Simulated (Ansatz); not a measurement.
**Mg: a tetragonal deformation path**

One table from this session's results is given with a row withheld; the runs are named, their logs left out.

Program: Ansatz 0.2.0. Level of theory: DFT PBEsol, scalar-relativistic, plane waves, PAW. These are calculated values, not measurements.

**The system as given**

The structure is cubic, space group Im-3m (No. 229). The conventional cell has a = 3.546 Å, b = 3.546 Å, c = 3.546 Å, α = 90.00°, β = 90.00°, γ = 90.00°. Mg (site symmetry m-3m) is surrounded by 8 Mg at 3.07 Å.

Coordinates:

```
CELL_PARAMETERS angstrom
-1.77276 1.77276 1.77276
1.77276 -1.77276 1.77276
1.77276 1.77276 -1.77276
ATOMIC_POSITIONS crystal
Mg 0.00000 0.00000 0.00000
```

The structure comes from the Materials Project (structure only).

Set-up of the first run:

(A quick probe on a coarse mesh, which set the mesh and smearing, is not shown.)

File input.yaml:

```yaml
crystal:
  lattice:
    - [-1.7727644967, 1.7727644967, 1.7727644967]
    - [1.7727644967, -1.7727644967, 1.7727644967]
    - [1.7727644967, 1.7727644967, -1.7727644967]
  atoms:
    - { symbol: Mg, position: [0.0, 0.0, 0.0] }
basis:
  ecutwfc: 420
kpoints:
  mp_grid: { grid: [16, 16, 16] }
hamiltonian:
  xc: pbesol
scf:
  occupations: { method: gaussian, width: 0.1 }
output:
  forces: true
  stress: true
  eigenvalues: true
relax:
  adjacent_minimum: "off"
  f_tol: 0.005
  max_steps: 80
  cell: { stress_tol: 0.05 }
```

Steps of the session up to this table: Relaxing cell and atoms; The undisturbed cell; Point ρ = 0.707; ρ = 1.414; Point ρ = 0.850; ρ = 1.200; ρ = 0.780; At ρ = 1.300.

One table of the session follows, with a row left open; its other results are not shown here.

| ρ | ΔE (meV/atom) | pressure (GPa) |
| --- | --- | --- |
| 0.707 | 118.0 | 2.8 |
| 0.780 | 33.5 | 1.1 |
| 0.850 | 6.7 | 0.4 |
| 1.000 | 0.0 | 0.0 |
| 1.200 | -7.2 | 0.2 |
| 1.300 | ? | ? |
| 1.414 | -14.6 | 0.3 |

Estimate the missing values for ρ = 1.300.

Worked estimate for «ΔE (meV/atom)». A straight line through the neighbours (1.200, -7.2) and (1.414, -14.6) gives -7.2 + (-14.6 + 7.2) × (1.300 − 1.200) / (1.414 − 1.200) = -10.7; a parabola fitted to 3 rows on both sides gives -10.7.

As computed: ΔE (meV/atom): -12.7; pressure (GPa): 0.3. In «ΔE (meV/atom)» the line misses by +2.0 and the parabola by +2.0.
